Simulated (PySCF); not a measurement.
# RuOF2: structure of the singlet

The task is one start of a wider search on RuOF2: the singlet, from a T-shaped (ligand arrangement 1) start. It is relaxed, tested by its Hessian and followed downhill if it is a saddle.

The runs use PySCF 2.14.0; PBE0, basis Ru def2-TZVP with ECP28, O def2-TZVP, F def2-TZVP, scalar-relativistic core potentials, no spin–orbit coupling, density fitting.

## Step 1: The system as given

4 atoms, charge 0, spin multiplicity 1.

Bond lengths: Ru1–O2 1.710 Å, Ru1–F3 1.890 Å, Ru1–F4 1.890 Å. Angles: O2–Ru1–F3 88.0°, O2–Ru1–F4 176.0°, F3–Ru1–F4 88.0°.

```xyz
4
charge 0 multiplicity 1
Ru    0.0000    0.0000    0.0000
O    -1.7090    0.0000    0.0597
F     0.0000    0.0000    1.8900
F     1.8888    0.0000    0.0660
```

## Step 2: Finding the electronic state

The steps below are one call of a driver around PySCF. For each, scf.py gives the equivalent set-up of the SCF; relaxations use the driver's own optimiser. After this first run the driver tries any further starts and a stability analysis.

Input file scf.py:

```python
from pyscf import gto, scf, dft
mol = gto.M(atom='''
Ru     0.000000     0.000000     0.000000
O     -1.709000     0.000000     0.059700
F      0.000000     0.000000     1.890000
F      1.888800     0.000000     0.066000''',
    basis={'Ru': 'def2-TZVP', 'O': 'def2-TZVP', 'F': 'def2-TZVP'},
    ecp={'Ru': 'def2-TZVP'},
    charge=0, spin=0)
mf = dft.RKS(mol, xc='PBE0')
mf.grids.atom_grid = (50, 194)
aux = {'Ru': 'def2-universal-JKFIT', 'O': 'def2-universal-JKFIT', 'F': 'def2-universal-JKFIT'}
mf = mf.density_fit(auxbasis=aux)
mf.conv_tol = 1e-08
mf.diis_space = 10
mf.max_cycle = 60
mf.init_guess = 'minao'
mf.verbose = 4
mf.kernel()
```

The run is started by

```sh
OMP_NUM_THREADS=4 python axn.py task.json out
```

After this run come: T-shaped (ligand arrangement 1) start, singlet: relaxation; Hessian and properties; The broken-symmetry singlet; Hessian and properties.

**Question.** What will these runs give? Wanted: minimum; geometry; wavenumbers; dipole moment; highest occupied, lowest empty level; polar-tensor charge of Ru1; zero-point energy; atomisation energy; ⟨S²⟩.

**Answer**, as computed:

| quantity | value |
| --- | --- |
| minimum | broken-symmetry (Ms = 0), C2v |
| geometry | Ru–F 1.836 Å (×2), Ru–O 1.597 Å; F–Ru–F 103.4°, F–Ru–O 128.3° (×2) |
| wavenumbers (cm⁻¹) | 156, 192, 201, 649, 673, 1080 |
| dipole moment | 1.65 D |
| highest occupied, lowest empty level (either spin) | -8.38, -4.45 eV |
| polar-tensor charge of Ru1 | +2.02 e |
| zero-point energy | 17.7 kJ/mol |
| entropy at 298.15 K | 304.9 J/(mol K) |
| atomisation energy (no zero-point energy) | 1276 kJ/mol |
| ⟨S²⟩ | 0.426 |

**Reading.** The T-shaped (ligand arrangement 1) start (Cs) ends in a minimum of C2v symmetry. The determinant is spin-contaminated (⟨S²⟩ = 0.43 against 0.00), so it is no pure spin state. In the infrared the band at 1080 cm⁻¹ (stretch) leads. Other starts or spin states, not run here, may lie lower. The SCF density has lower symmetry than the nuclear frame.
